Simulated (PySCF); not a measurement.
**trifluoromethanesulfonate (CF₃O₃S−): NMR shifts and electronic excitations in gas and solvents**

Aim: compute the NMR shifts and electronic excitations of trifluoromethanesulfonate (CF₃O₃S−) (`O=S(=O)([O-])C(F)(F)F`), and see what a dielectric continuum does where one was used.

Programs: PySCF 2.14.0, with density-fitted response routines of our own. Each step states its level of theory. These are calculated values for one molecule, in the gas phase or a continuum, unless marked as measured. Atoms are numbered from 0 throughout.

## Step 1: The starting structure

8 atoms, charge -1, multiplicity 1; geometry from: GFN2-xTB.

Bonds of the start (Å): O0–S1 1.45, S1–O2 1.45, S1–O3 1.45, S1–C4 1.88, C4–F5 1.34, C4–F6 1.34, C4–F7 1.34.

## Step 2: Geometry optimisation at PBE0-D3(BJ)/def2-SVP

Job settings and geometry (Å):

```
{"job": {"xc": "PBE0", "basis": "def2-SVP", "d3": "d3bj", "grid": 1, "kind": "geom"}, "charge": -1, "multiplicity": 1}
O      1.475738    -0.129049     1.244633
S      1.006991    -0.065604    -0.121901
O      1.313013     1.155990    -0.832690
O      1.140038    -1.285778    -0.886332
C     -0.854319     0.059259     0.099018
F     -1.215761     1.148791     0.795871
F     -1.358393    -0.998812     0.754203
F     -1.498249     0.124617    -1.077367
```

What it wrote:

```text
step   0  E = -960.26329326  max force = 0.028491
step   1  E = -960.26528480  max force = 0.005472
step   2  E = -960.26542277  max force = 0.002166
step   3  E = -960.26544027  max force = 0.001245
step   4  E = -960.26546222  max force = 0.000526
step   5  E = -960.26547004  max force = 0.000498
step   6  E = -960.26547876  max force = 0.000307
optimisation converged
```

It took 85 s on 1 thread, shared host.

The steps of the relaxation:

```csv
step,energy from step 0 (eV),largest force component (eV/Å)
0,0.0000,1.4651
1,-0.0542,0.2814
2,-0.0579,0.1114
3,-0.0584,0.0640
4,-0.0590,0.0270
5,-0.0592,0.0256
6,-0.0595,0.0158
```

Close pairs (by a distance rule), those that changed most:

```csv
bond,before (Å),after (Å),change (Å)
S1–O3,1.446,1.470,+0.024
O0–S1,1.446,1.470,+0.024
S1–O2,1.446,1.470,+0.024
S1–C4,1.879,1.859,-0.019
C4–F5,1.343,1.339,-0.004
C4–F6,1.343,1.339,-0.003
C4–F7,1.343,1.340,-0.003
```

The final coordinates are the input of the step that follows.

```csv
at the end point,value
point group (found at 0.08 Å tolerance),C3v
"rotational constants (GHz, main isotopes)","2.702, 1.572, 1.572"
```

## Step 3: Nuclear shieldings: PBE0/pcSseg-1 in benzene

Job settings and geometry (Å):

```
{"job": {"kind": "nmr", "xc": "PBE0", "basis": "pcSseg-1", "solvent": "benzene", "pop": true}, "charge": -1, "multiplicity": 1}
O      1.448223     0.072440     1.050647
S      0.939204     0.076641    -0.328013
O      1.188120     1.305178    -1.095128
O      1.101575    -1.181038    -1.071150
C     -0.899363     0.151204    -0.062429
F     -1.255790     1.252600     0.610682
F     -1.348491    -0.898305     0.638326
F     -1.574331     0.164639    -1.219437
```

With the program's defaults for keys left out, this is: GIAO PBE0/pcSseg-1 NMR shielding, non-relativistic, IEF-PCM benzene.

What it wrote:

```text
coarse grid: 9232 points
cycle   1  E = -960.2933404845  dE =  2.016e+00  |g| = 1.574e+00  |ddm| = 3.047e+00
cycle   2  E = -959.3038431563  dE =  9.895e-01  |g| = 2.864e+00  |ddm| = 2.776e+00
cycle   3  E = -960.7205809292  dE = -1.417e+00  |g| = 1.270e-01  |ddm| = 1.935e+00
cycle   4  E = -960.7231976198  dE = -2.617e-03  |g| = 5.512e-02  |ddm| = 1.572e-01
cycle   5  E = -960.7236744468  dE = -4.768e-04  |g| = 1.475e-02  |ddm| = 4.114e-02
cycle   6  E = -960.7237049122  dE = -3.047e-05  |g| = 4.067e-03  |ddm| = 1.000e-02
cycle   7  E = -960.7237075401  dE = -2.628e-06  |g| = 3.789e-04  |ddm| = 2.205e-03
final grid: 91392 points
cycle   8  E = -960.8231320955  dE = -3.428e-05  |g| = 9.840e-03  |ddm| = 1.787e-02
cycle   9  E = -960.8231139086  dE =  1.819e-05  |g| = 1.424e-02  |ddm| = 1.512e-02
cycle  10  E = -960.8231480286  dE = -3.412e-05  |g| = 1.460e-03  |ddm| = 9.182e-03
cycle  11  E = -960.8231484151  dE = -3.865e-07  |g| = 2.241e-04  |ddm| = 1.334e-03
cycle  12  E = -960.8231484231  dE = -7.983e-09  |g| = 1.049e-04  |ddm| = 2.152e-04
cycle  13  E = -960.8231484248  dE = -1.722e-09  |g| = 3.637e-05  |ddm| = 7.877e-05
cycle  14  E = -960.8231484250  dE = -2.099e-10  |g| = 1.043e-05  |ddm| = 2.852e-05
converged SCF energy = -960.8231484250

GIAO shielding tensors (ppm)
atom      isotropic    diamagn.    paramagn.     s11        s22        s33       span
  0 O      110.828     402.160    -291.332     63.577     79.354    189.554    125.977
  1 S      173.660    1049.089    -875.429     30.597    244.831    245.554    214.957
  2 O      110.852     400.869    -290.018     63.717     79.295    189.543    125.826
  3 O      110.897     401.517    -290.619     63.386     79.383    189.922    126.536
  4 C       55.777     247.403    -191.626     55.170     56.027     56.134      0.963
  5 F      271.429     474.486    -203.057    194.843    258.489    360.955    166.113
  6 F      271.670     475.081    -203.411    194.996    258.814    361.201    166.205
  7 F      271.698     473.924    -202.226    195.032    258.782    361.280    166.248
```

Run time: 38 s. Hardware: 1 thread, shared host.

The references, computed at this level on geometries of the same kind, shield at (ppm): ¹³C TMS 184.9, ¹⁹F CFCl3 178.7, ¹⁷O H2O 338.8, ³³S CS2 496. Their shielding less the atom's gives the shift. The references are single molecules in the same continuum, so shifts against H2O, NH3, PH3, H3PO4 or CFCl3 are not on the usual liquid scales and can be off by tens of ppm. Atoms listed in one row are averaged.

```csv
atoms,environment,σ (ppm),δ (ppm)
C4,CF3 carbon,55.8,129.1
"O0, O2, O3",oxygen of an anionic S–O group,110.9,227.9
S1,sulfonyl sulfur,174,322
"F5, F6, F7",fluorine of an SCF3 group,271.6,-92.9
```

Charges from the same density, by scheme (e):

```csv
atoms,Mulliken,IAO,Hirshfeld,ESP fit
"O0, O2, O3",-0.63,-0.95,-0.42,-0.62
S1,1.15,2.16,0.40,1.07
C4,0.58,0.55,0.20,0.20
"F5, F6, F7",-0.28,-0.29,-0.12,-0.13
```

Mayer bond orders: O0–S1 1.66, S1–O2 1.66, S1–O3 1.66, S1–C4 0.76, C4–F5 0.98, C4–F6 0.98, C4–F7 0.98.

## Step 4: Nuclear shieldings: PBE0/pcSseg-1 in chloroform

Settings changed since step 3:

```diff
@@ -1,2 +1,2 @@
-{"job": {"kind": "nmr", "xc": "PBE0", "basis": "pcSseg-1", "solvent": "benzene", "pop": true}, "charge": -1, "multiplicity": 1}
+{"job": {"kind": "nmr", "xc": "PBE0", "basis": "pcSseg-1", "solvent": "chloroform", "pop": false}, "charge": -1, "multiplicity": 1}
 O      1.448223     0.072440     1.050647
```

Method: GIAO PBE0/pcSseg-1 NMR shielding, non-relativistic, IEF-PCM chloroform.

What it wrote:

```text
coarse grid: 9232 points
cycle   1  E = -960.3161461938  dE =  1.993e+00  |g| = 1.572e+00  |ddm| = 3.047e+00
cycle   2  E = -959.3617453290  dE =  9.544e-01  |g| = 2.830e+00  |ddm| = 2.734e+00
cycle   3  E = -960.7417620278  dE = -1.380e+00  |g| = 1.188e-01  |ddm| = 1.892e+00
cycle   4  E = -960.7440803035  dE = -2.318e-03  |g| = 5.078e-02  |ddm| = 1.484e-01
cycle   5  E = -960.7445027397  dE = -4.224e-04  |g| = 1.256e-02  |ddm| = 3.986e-02
cycle   6  E = -960.7445243751  dE = -2.164e-05  |g| = 4.030e-03  |ddm| = 8.714e-03
cycle   7  E = -960.7445269358  dE = -2.561e-06  |g| = 3.790e-04  |ddm| = 2.161e-03
final grid: 91392 points
cycle   8  E = -960.8439493731  dE = -3.435e-05  |g| = 9.794e-03  |ddm| = 1.782e-02
cycle   9  E = -960.8439317441  dE =  1.763e-05  |g| = 1.411e-02  |ddm| = 1.489e-02
cycle  10  E = -960.8439651237  dE = -3.338e-05  |g| = 1.420e-03  |ddm| = 8.995e-03
cycle  11  E = -960.8439654896  dE = -3.659e-07  |g| = 2.174e-04  |ddm| = 1.305e-03
cycle  12  E = -960.8439654972  dE = -7.587e-09  |g| = 1.006e-04  |ddm| = 2.084e-04
cycle  13  E = -960.8439654988  dE = -1.597e-09  |g| = 3.425e-05  |ddm| = 7.410e-05
cycle  14  E = -960.8439654990  dE = -1.830e-10  |g| = 9.791e-06  |ddm| = 2.634e-05
converged SCF energy = -960.8439654990

GIAO shielding tensors (ppm)
atom      isotropic    diamagn.    paramagn.     s11        s22        s33       span
  0 O      112.704     402.265    -289.561     66.595     80.169    191.348    124.753
  1 S      173.915    1049.130    -875.215     31.316    244.823    245.607    214.291
  2 O      112.730     400.971    -288.241     66.734     80.117    191.340    124.606
  3 O      112.753     401.618    -288.865     66.383     80.187    191.688    125.305
  4 C       55.722     247.205    -191.483     54.492     56.278     56.395      1.904
  5 F      270.108     474.331    -204.223    194.009    256.211    360.104    166.095
  6 F      270.314     474.917    -204.603    194.124    256.488    360.331    166.207
  7 F      270.327     473.770    -203.443    194.142    256.437    360.403    166.261
```

Run time: 30 s. Hardware: 1 thread, shared host.

This run: δ C4 129.4, O0 228.2, S1 322, F5 -90.6 ppm (means over like atoms).

## Step 5: Ultraviolet spectrum: B3LYP/def2-SVPD

Settings changed since step 4:

```diff
@@ -1,2 +1,2 @@
-{"job": {"kind": "nmr", "xc": "PBE0", "basis": "pcSseg-1", "solvent": "chloroform", "pop": false}, "charge": -1, "multiplicity": 1}
+{"job": {"kind": "uv", "xc": "B3LYP", "basis": "def2-SVPD", "dynamic": true, "nstates": 6, "ntriplets": 0}, "charge": -1, "multiplicity": 1}
 O      1.448223     0.072440     1.050647
```

Level: TDDFT B3LYP/def2-SVPD, vertical, gas phase, core orbitals frozen in the response.

What it wrote:

```text
coarse grid: 9232 points
cycle   1  E = -960.4351847215  dE =  2.039e+00  |g| = 1.584e+00  |ddm| = 3.815e+00
cycle   2  E = -958.9089366526  dE =  1.526e+00  |g| = 3.274e+00  |ddm| = 4.011e+00
cycle   3  E = -960.8942001179  dE = -1.985e+00  |g| = 1.871e-01  |ddm| = 2.965e+00
cycle   4  E = -960.8994722725  dE = -5.272e-03  |g| = 1.092e-01  |ddm| = 3.076e-01
cycle   5  E = -960.9014468311  dE = -1.975e-03  |g| = 2.622e-02  |ddm| = 8.821e-02
cycle   6  E = -960.9015661168  dE = -1.193e-04  |g| = 5.893e-03  |ddm| = 2.577e-02
cycle   7  E = -960.9015721597  dE = -6.043e-06  |g| = 9.785e-04  |ddm| = 5.004e-03
final grid: 91392 points
cycle   8  E = -961.0301836060  dE = -2.354e-05  |g| = 6.334e-03  |ddm| = 3.947e-02
cycle   9  E = -961.0301742949  dE =  9.311e-06  |g| = 9.828e-03  |ddm| = 1.085e-02
cycle  10  E = -961.0301899550  dE = -1.566e-05  |g| = 8.907e-04  |ddm| = 7.003e-03
cycle  11  E = -961.0301901044  dE = -1.493e-07  |g| = 2.243e-04  |ddm| = 9.877e-04
cycle  12  E = -961.0301901119  dE = -7.518e-09  |g| = 8.634e-05  |ddm| = 2.220e-04
cycle  13  E = -961.0301901131  dE = -1.237e-09  |g| = 3.435e-05  |ddm| = 8.886e-05
cycle  14  E = -961.0301901133  dE = -2.149e-10  |g| = 9.273e-06  |ddm| = 3.311e-05
converged SCF energy = -961.0301901133

Static polarisability (au): isotropic 52.783, principal 52.018 52.024 54.309

Singlet excitations
state   eV       nm        f      main configurations
  1   6.1466    201.7   0.00000   H->L 0.92
  2   6.6303    187.0   0.00000   H->L+1 0.93
  3   6.9274    179.0   0.00427   H->L+2 0.98
  4   6.9278    179.0   0.00430   H->L+3 0.98
  5   7.2536    170.9   0.00004   H-1->L 0.99
  6   7.4634    166.1   0.02149   H-2->L 0.86
```

Run time: 68 s. Hardware: 1 thread, shared host.

Frontier orbitals and where they lie:

```csv
orbital,eV,atoms
HOMO−3,-4.20,"O0 46 %, O3 33 %, S1 10 %"
HOMO−2,-4.20,"O2 50 %, O3 25 %, O0 10 %"
HOMO−1,-4.00,"O2 19 %, O0 19 %, O3 18 %"
HOMO,-2.90,"O2 33 %, O3 33 %, O0 33 %"
LUMO,4.07,"S1 30 %, F6 14 %, F7 14 %"
LUMO+1,4.57,"S1 56 %, O3 8 %, O0 8 %"
LUMO+2,4.82,"S1 51 %, F7 10 %, O0 10 %"
```

With each of the 6 states as a Gaussian band of 0.4 eV half-width at 1/e, the curve within the window shown has maxima at 167 nm (ε 940) L/(mol cm). Beyond the last state computed it falls off for lack of states. The curve at chosen wavelengths:

| nm | ε (L/mol/cm) |
| --- | --- |
| 160 | 501 |
| 163 | 764 |
| 165 | 885 |
| 168 | 935 |
| 170 | 889 |
| 173 | 760 |
| 175 | 667 |
| 178 | 541 |
| 180 | 465 |
| 183 | 356 |
| 185 | 286 |
| 188 | 190 |
| 190 | 137 |
| 193 | 77 |
| 195 | 49 |
| 198 | 24 |
| 200 | 14 |
| 203 | 6 |
| 205 | 3 |
| 208 | 1 |
| 210 | 1 |
| 213 | 0 |
| 215 | 0 |
| 218 | 0 |
| 220 | 0 |
| 223 | 0 |

Ground-state properties from the same run:

```csv
property,computed
polarisability (Å³),7.82
HOMO–LUMO gap (eV),6.97
−ε(HOMO) (eV),2.90
C6 with itself (au),1368
```

## Step 6: TDDFT and polarisability: B3LYP/def2-SVPD in benzene

Settings changed since step 5:

```diff
@@ -1,2 +1,2 @@
-{"job": {"kind": "uv", "xc": "B3LYP", "basis": "def2-SVPD", "dynamic": true, "nstates": 6, "ntriplets": 0}, "charge": -1, "multiplicity": 1}
+{"job": {"kind": "uv", "xc": "B3LYP", "basis": "def2-SVPD", "solvent": "benzene", "nstates": 6, "ntriplets": 0}, "charge": -1, "multiplicity": 1}
 O      1.448223     0.072440     1.050647
```

Method: TDDFT B3LYP/def2-SVPD, vertical, IEF-PCM benzene (non-equilibrium linear response), core orbitals frozen in the response.

What it wrote:

```text
coarse grid: 9232 points
cycle   1  E = -960.4878765921  dE =  1.987e+00  |g| = 1.581e+00  |ddm| = 3.815e+00
cycle   2  E = -959.0781046848  dE =  1.410e+00  |g| = 3.184e+00  |ddm| = 3.912e+00
cycle   3  E = -960.9447521978  dE = -1.867e+00  |g| = 1.544e-01  |ddm| = 2.834e+00
cycle   4  E = -960.9482499400  dE = -3.498e-03  |g| = 9.258e-02  |ddm| = 2.539e-01
cycle   5  E = -960.9496586296  dE = -1.409e-03  |g| = 2.252e-02  |ddm| = 7.641e-02
cycle   6  E = -960.9497437701  dE = -8.514e-05  |g| = 5.322e-03  |ddm| = 2.206e-02
cycle   7  E = -960.9497487137  dE = -4.944e-06  |g| = 7.322e-04  |ddm| = 4.364e-03
final grid: 91392 points
cycle   8  E = -961.0783491576  dE = -2.372e-05  |g| = 6.199e-03  |ddm| = 3.911e-02
cycle   9  E = -961.0783402846  dE =  8.873e-06  |g| = 9.614e-03  |ddm| = 1.047e-02
cycle  10  E = -961.0783551638  dE = -1.488e-05  |g| = 8.440e-04  |ddm| = 6.796e-03
cycle  11  E = -961.0783552950  dE = -1.313e-07  |g| = 2.341e-04  |ddm| = 9.267e-04
cycle  12  E = -961.0783553032  dE = -8.138e-09  |g| = 9.343e-05  |ddm| = 2.364e-04
cycle  13  E = -961.0783553046  dE = -1.470e-09  |g| = 3.672e-05  |ddm| = 9.674e-05
cycle  14  E = -961.0783553049  dE = -2.433e-10  |g| = 7.379e-06  |ddm| = 3.348e-05
converged SCF energy = -961.0783553049

Static polarisability (au): isotropic 58.177, principal 57.697 57.737 59.096

Singlet excitations
state   eV       nm        f      main configurations
  1   6.5999    187.9   0.00000   H->L 0.94
  2   7.2506    171.0   0.00000   H->L+1 0.95
  3   7.4827    165.7   0.00626   H->L+2 0.97
  4   7.4834    165.7   0.00630   H->L+3 0.97
  5   7.6734    161.6   0.01116   H-1->L 0.98
  6   7.9134    156.7   0.03316   H-2->L 0.77, H-3->L 0.14
```

Wall time 48 s (1 thread, shared host).

This run: HOMO -5.56 eV, LUMO 1.98 eV; lowest singlet 6.60 eV.

## Step 7: TDDFT and polarisability: B3LYP/def2-SVPD in chloroform

Settings changed since step 6:

```diff
@@ -1,2 +1,2 @@
-{"job": {"kind": "uv", "xc": "B3LYP", "basis": "def2-SVPD", "solvent": "benzene", "nstates": 6, "ntriplets": 0}, "charge": -1, "multiplicity": 1}
+{"job": {"kind": "uv", "xc": "B3LYP", "basis": "def2-SVPD", "solvent": "chloroform", "nstates": 6, "ntriplets": 0}, "charge": -1, "multiplicity": 1}
 O      1.448223     0.072440     1.050647
```

Method: TDDFT B3LYP/def2-SVPD, vertical, IEF-PCM chloroform (non-equilibrium linear response), core orbitals frozen in the response.

What it wrote:

```text
coarse grid: 9232 points
cycle   1  E = -960.5102572725  dE =  1.964e+00  |g| = 1.579e+00  |ddm| = 3.815e+00
cycle   2  E = -959.1528622239  dE =  1.357e+00  |g| = 3.142e+00  |ddm| = 3.872e+00
cycle   3  E = -960.9658713683  dE = -1.813e+00  |g| = 1.401e-01  |ddm| = 2.780e+00
cycle   4  E = -960.9687068193  dE = -2.835e-03  |g| = 8.532e-02  |ddm| = 2.323e-01
cycle   5  E = -960.9699047968  dE = -1.198e-03  |g| = 2.075e-02  |ddm| = 7.189e-02
cycle   6  E = -960.9699759546  dE = -7.116e-05  |g| = 5.107e-03  |ddm| = 2.040e-02
cycle   7  E = -960.9699805189  dE = -4.564e-06  |g| = 6.451e-04  |ddm| = 4.133e-03
final grid: 91392 points
cycle   8  E = -961.0985748921  dE = -2.380e-05  |g| = 6.149e-03  |ddm| = 3.901e-02
cycle   9  E = -961.0985662319  dE =  8.660e-06  |g| = 9.518e-03  |ddm| = 1.033e-02
cycle  10  E = -961.0985807746  dE = -1.454e-05  |g| = 8.268e-04  |ddm| = 6.716e-03
cycle  11  E = -961.0985808995  dE = -1.250e-07  |g| = 2.368e-04  |ddm| = 9.063e-04
cycle  12  E = -961.0985809079  dE = -8.384e-09  |g| = 9.348e-05  |ddm| = 2.399e-04
cycle  13  E = -961.0985809094  dE = -1.495e-09  |g| = 3.522e-05  |ddm| = 9.640e-05
cycle  14  E = -961.0985809096  dE = -2.231e-10  |g| = 7.095e-06  |ddm| = 3.230e-05
converged SCF energy = -961.0985809096

Static polarisability (au): isotropic 61.970, principal 61.778 61.824 62.307

Singlet excitations
state   eV       nm        f      main configurations
  1   6.7651    183.3   0.00000   H->L 0.96
  2   7.5267    164.7   0.00000   H->L+1 0.96
  3   7.7058    160.9   0.00585   H->L+2 0.97
  4   7.7064    160.9   0.00590   H->L+3 0.97
  5   7.8129    158.7   0.02264   H-1->L 0.98
  6   8.0811    153.4   0.03321   H-2->L 0.74, H-3->L 0.16
```

Wall time 51 s (1 thread, shared host).

In short: HOMO -6.67 eV, LUMO 1.09 eV; lowest singlet 6.77 eV.

## Step 8: Run by run: NMR shifts

Shifts (ppm), means over like atoms, with basis size and wall time:

```csv
run,C4,O0,S1,F5,functions,time
PBE0/pcSseg-1 in benzene,129.1,227.9,322,-92.9,143,38 s
PBE0/pcSseg-1 in chloroform,129.4,228.2,322,-90.6,143,30 s
```

The continuum's effect on the ground state:

```csv
solvent,ε,polarisation energy (Eh)
benzene,2.27,-0.0500
chloroform,4.71,-0.0712
```

## Step 9: Comparing the runs: electronic excitations

Excitations and ground-state properties, with basis size and wall time:

```csv
run,lowest singlet (eV),brightest (eV),f,gap (eV),α (Å³),functions,time
B3LYP/def2-SVPD,6.15,7.46,0.021,6.97,7.82,185,68 s
B3LYP/def2-SVPD in benzene,6.60,7.91,0.033,7.54,8.62,185,48 s
B3LYP/def2-SVPD in chloroform,6.77,8.08,0.033,7.76,9.18,185,51 s
```

The continuum's effect on the ground state:

```csv
solvent,ε,polarisation energy (Eh)
benzene,2.27,-0.0485
chloroform,4.71,-0.0691
```

## Step 10: Results

| quantity | value |
| --- | --- |
| point group | C3v |
| rotational constants (main isotopes) | 2.70, 1.57, 1.57 GHz |
| ¹³C shifts against TMS (PBE0/pcSseg-1, benzene) | 129.1 ppm |
| ¹⁷O shifts against H2O (PBE0/pcSseg-1, benzene, means over atoms taken as alike) | 227.9 ppm |
| ³³S shifts against CS2 (PBE0/pcSseg-1, benzene) | 322 ppm |
| ¹⁹F shifts against CFCl3 (PBE0/pcSseg-1, benzene, means over atoms taken as alike) | -92.9 ppm |
| lowest singlet (B3LYP/def2-SVPD) | 6.15 eV (202 nm), f = 0.000 |
| brightest single state of those computed | state 6, 7.46 eV, f = 0.021 |
| range of the shift of F5 | -92.9 to -90.6 ppm |
| range of the lowest singlet | 6.15 to 6.77 eV |

What this shows: Relaxing lowered the energy by 0.059 eV in 6 steps; the close pair that moved most is S1–O3, from 1.446 to 1.470 Å. At PBE0/pcSseg-1: The widest tensor belongs to S1: span 215 ppm, with a paramagnetic part of -875 ppm. The first singlet state (HOMO→LUMO 0.92) lies at 6.15 eV and is dark; of the 6 states computed, the strongest absorption comes from state 6 at 7.46 eV (the last computed, so partners may be missing). The lowest singlet lies above −ε(HOMO); no detachment energy was computed, so the anion's states may not be bound. Across the 2 runs the shift of F5 (with its like atoms) moves most, between -92.9 (PBE0/pcSseg-1 in benzene) and -90.6 ppm (PBE0/pcSseg-1 in chloroform). Part of that comes from the computed reference. The continuum holds electrostatics alone: no hydrogen bonds to the solvent, and the gas-phase geometry is kept. The lowest singlet runs from 6.15 eV (B3LYP/def2-SVPD) to 6.77 eV (B3LYP/def2-SVPD in chloroform), while the orbital gap spans 6.97 to 7.76 eV. The lowest state need not be the same one in every run.
